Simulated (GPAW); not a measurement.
The system is Zr3AlN4.

```
Zr Al N
1.0
     3.21491    0.00000    0.00000
     0.00000    3.21491    0.00000
     0.00000    0.00000    8.97645
Zr Al N
3 1 4
Direct
  0.50000 0.50000 0.24865
  0.00000 0.00000 0.50000
  0.50000 0.50000 0.75135
  0.00000 0.00000 0.00000
  0.50000 0.50000 0.50000
  0.00000 0.00000 0.77487
  0.50000 0.50000 0.00000
  0.00000 0.00000 0.22513
```

The cell comes from a database or a generator and needn't be the stable form of this composition.

Base run:

* Program: GPAW 26.7.0
* Functional: LDA
* Potentials or basis: the program's PAW data sets (release 1.2.1) made for this functional
* Cutoff: 600 eV
* Basis: pw
* k mesh: 7 × 7 × 3
* Occupations: fermi-dirac, width 0.05 eV
* Spin: no spin polarisation

Its results: band gap on the k mesh none (metal or under the smearing width); pressure -22.2 GPa; largest force 0.373 eV/Å.

Question: The run is repeated on the same cell with these changes: functional from LDA to PBE; potentials or basis from the program's PAW data sets (release 1.2.1) made for this functional to GPAW PAW data sets (gpaw-data 1.2.1). What comes out?

Answer: Band gap on the k mesh none (metal or under the smearing width); pressure -10.2 GPa; largest force 0.281 eV/Å.

Caveats: the cutoff is short for stress and forces, so pressures can be off by a GPa or more; so large a pressure means that the cell lies far from this level's equilibrium, or that cutoff or potentials fall short (some runs).

Not every run made on this cell is shown here.
